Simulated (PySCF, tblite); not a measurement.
# C₆H₅ClOSi: geometry, infrared bands and NMR shifts

Wanted: the infrared bands and NMR shifts of C₆H₅ClOSi (`C#CC1=CO/C(=C\Cl)[SiH2]1`), by calculation.

Programs: tblite 0.8.0 and PySCF 2.14.0, with density-fitted response routines of our own. Each step states its level of theory. These are calculated values for one molecule in the gas phase, unless marked as measured. Atoms are numbered from 0 throughout.

**1. The molecule as given**

14 atoms, charge 0, multiplicity 1; geometry from: force field or distance geometry start.

Bonds of the start (Å): C0–C1 1.24, C1–C2 1.41, C2–C3 1.33, C3–O4 1.34, O4–C5 1.36, C5–C6 1.31, C6–Cl7 1.75, C5–Si8 1.88, Si8–C2 1.87, C0–H9 1.05, C3–H10 1.11, C6–H11 1.08, Si8–H12 1.45, Si8–H13 1.44.

**2. Relaxing the molecule with GFN2-xTB**

What the job is given:

```
{"job": {"kind": "relax", "xc": "GFN2-xTB", "basis": "xTB"}, "charge": 0, "multiplicity": 1}
C      3.660000     0.355900     0.045700
C      2.436900     0.245000    -0.123500
C      1.045500     0.095600    -0.274400
C      0.350600     0.024000    -1.410300
O     -0.972900    -0.114800    -1.295100
C     -1.588100    -0.158000    -0.078500
C     -2.869400    -0.277900     0.191900
Cl    -4.056800    -0.411500    -1.092100
Si    -0.169100    -0.004900     1.141300
H      4.692400     0.478100     0.189900
H      0.890600     0.055500    -2.375900
H     -3.161400    -0.299000     1.228200
H     -0.241700     1.222700     1.910700
H     -0.017200    -1.211000     1.919800
```

Launch:

```console
$ OMP_NUM_THREADS=1 python probes_run.py task.json out
```

One launch serves the whole session: the jobs run in the order shown.

**Question.** This job is followed by: GFN2-xTB harmonic vibrations, gas phase; GIAO PBE0/pcSseg-1 NMR shielding, non-relativistic, gas phase. What will the session give for the following? strongest single infrared mode (GFN2-xTB); zero-point energy (GFN2-xTB); 13C shifts against TMS (PBE0/pcSseg-1); 1H shifts against TMS (PBE0/pcSseg-1, means over atoms taken as alike); 17O shifts against H2O (PBE0/pcSseg-1); 35Cl shifts against HCl (PBE0/pcSseg-1); 29Si shifts against TMS (PBE0/pcSseg-1); surface potential, 1st and 99th percentile.

The runs gave:

| quantity | value |
| --- | --- |
| strongest single infrared mode (GFN2-xTB) | 2266 cm⁻¹, 414 km/mol |
| zero-point energy (GFN2-xTB) | 52.2 kcal/mol |
| 13C shifts against TMS (PBE0/pcSseg-1) | 174.7, 158.0, 123.7, 93.4, 90.1, 81.5 ppm |
| 1H shifts against TMS (PBE0/pcSseg-1, means over atoms taken as alike) | 7.48, 5.84, 5.03, 2.80 ppm |
| 17O shifts against H2O (PBE0/pcSseg-1) | 232.2 ppm |
| 35Cl shifts against HCl (PBE0/pcSseg-1) | 206 ppm |
| 29Si shifts against TMS (PBE0/pcSseg-1) | -50.0 ppm |
| surface potential, 1st and 99th percentile | -0.91 V and 1.65 V |

**Reading.** Over 47 steps the energy fell by 0.485 eV; of the close pairs, C0–C1 changed most, 1.240 to 1.202 Å. All 36 modes are real, so the xTB geometry is a minimum. The strongest single mode, at 2266 cm⁻¹, moves mainly H13 and H12. Unscaled tight-binding wavenumbers are off by several per cent, some by more. Its intensities can rank the bands wrongly. H10 (hydrogen on an alkene carbon bearing oxygen) lies farthest downfield among hydrogen, at 7.48 ppm; olefinic region. At PBE0/pcSseg-1: The largest span, 405 ppm, is at Cl7, where the paramagnetic term is -401 ppm. At PBE0/pcSseg-1, counted by nearest atom on the grid, the HOMO lies on C0, C2 about 18 % each; O4 16 %, the LUMO on C3 23 %; C6 16 %.
